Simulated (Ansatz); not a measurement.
**In3Se under changes of volume**

One of the cells (27.713 Å³/atom); the others are scaled copies at fixed shape and fractional positions:

```xyz
4
Lattice="4.8038 0.0000 0.0000 0.0000 4.8038 0.0000 0.0000 0.0000 4.8038" Properties=species:S:1:pos:R:3 pbc="T T T"
In    2.4019    2.4019    0.0000
In    2.4019    0.0000    2.4019
In    0.0000    2.4019    2.4019
Se    0.0000    0.0000    0.0000
```

The cell comes from a database or a generator and needn't be the stable form of this composition.

| Quantity | Value |
| --- | --- |
| Program | Ansatz 0.2.0 |
| Functional | r2SCAN |
| Potentials or basis | Ansatz PAW |
| Cutoff | 500 eV (not typed: the program's choice for these potentials) |
| k mesh | 6 × 6 × 6 |
| Occupations | fermi-dirac, width 0.05 eV |
| Spin | no spin polarisation |

```csv
volume (Å³/atom),energy over the lowest point (meV/atom),pressure (GPa)
26.050,?,?
26.604,0.00,0.2
27.159,0.79,-0.6
27.713,3.91,-1.2
28.267,9.11,-1.8
28.822,16.20,-2.3
29.376,24.99,-2.8
```

What does the run at 26.050 Å³/atom give?

Energy over the lowest point 1.88 meV/atom; pressure 1.0 GPa.

Worked out: A Birch-Murnaghan fit of order 3 (a polynomial in V^(-2/3)) to the other rows has its minimum at 26.70 Å³/atom with B0 = V·E''(V) = 35 GPa and B' = 4.0. It gives 1.78 meV/atom at 26.050 Å³/atom, against the run's 1.88, and -dE/dV = 0.9 GPa, against 1.0.

Energies are extrapolated to zero smearing.

Caveats: the PAW data sets come from PBE, with cores solved anew for the run's functional, which leaves a small shift of forces and pressure.
